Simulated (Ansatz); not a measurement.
# ClF5HTa: the cost of one run

All numbers below are computed with Ansatz 0.2.0 (RKS BLYP-D4/def2-SVP).

## (1) The system as given

Bond lengths: Ta1–F2 2.280 Å, Ta1–F3 1.930 Å, Ta1–F4 1.930 Å, Ta1–F5 1.930 Å, Ta1–F6 1.930 Å, Ta1–Cl7 2.770 Å. Angles (14 of 15 angles, heavy atoms first): F2–Ta1–F3 90.0°, F2–Ta1–F4 90.0°, F2–Ta1–F5 120.0°, F2–Ta1–F6 120.0°, F2–Ta1–Cl7 71.6°, F3–Ta1–F4 180.0°, F3–Ta1–F5 90.0°, F3–Ta1–F6 90.0°, F3–Ta1–Cl7 59.6°, F4–Ta1–F5 90.0°, F4–Ta1–F6 90.0°, F4–Ta1–Cl7 120.4°, F5–Ta1–F6 120.0°, F5–Ta1–Cl7 148.6°.

Coordinates:

```xyz
8

Ta    0.0000    0.0000    0.0000
F     2.2800    0.0000    0.0000
F     0.0000    0.0000    1.9300
F     0.0000    0.0000   -1.9300
F    -0.9650    1.6714    0.0000
F    -0.9650   -1.6714    0.0000
Cl    0.8734   -2.2249    1.3999
H     2.0981   -1.0936    0.6881
```

## (2) A restrained relaxation towards end A

Springs on the bonds that form and break draw the guess towards this end; the thresholds are loose.

The input, input.yaml:

```yaml
crystal:
  periodic: [false, false, false]
  atoms:
    - { symbol: Ta, position_ang: [0.0, 0.0, 0.0] }
    - { symbol: F, position_ang: [2.28, 0.0, 0.0] }
    - { symbol: F, position_ang: [0.0, 0.0, 1.93] }
    - { symbol: F, position_ang: [0.0, 0.0, -1.93] }
    - { symbol: F, position_ang: [-0.965, 1.6714, 0.0] }
    - { symbol: F, position_ang: [-0.965, -1.6714, 0.0] }
    - { symbol: Cl, position_ang: [0.8734, -2.2249, 1.3999] }
    - { symbol: H, position_ang: [2.0981, -1.0936, 0.6881] }
basis:
  gaussian: { orbitals: def2-SVP }
hamiltonian:
  xc: blyp
  dispersion: d4
relax:
  f_tol: 0.15
  max_steps: 25
  restrain:
    - { distance: [0, 6], at: 3.67, k: 30.0 }
    - { distance: [7, 1], at: 2.12, k: 30.0 }
    - { distance: [0, 1], at: 1.93, k: 30.0 }
    - { distance: [7, 6], at: 1.37, k: 30.0 }
output:
  orbitals: {}
```

The run is started by

```sh
> ansatz run input.yaml --threads 4 --pin off --max-ram 5120MiB --backend cpu --events-out ev --progress --plain --runs-dir out
```

What time and memory should one allow on 4 threads of Arm Neoverse N1, shared host?

About 26 s, with a peak of 0.18 GiB.
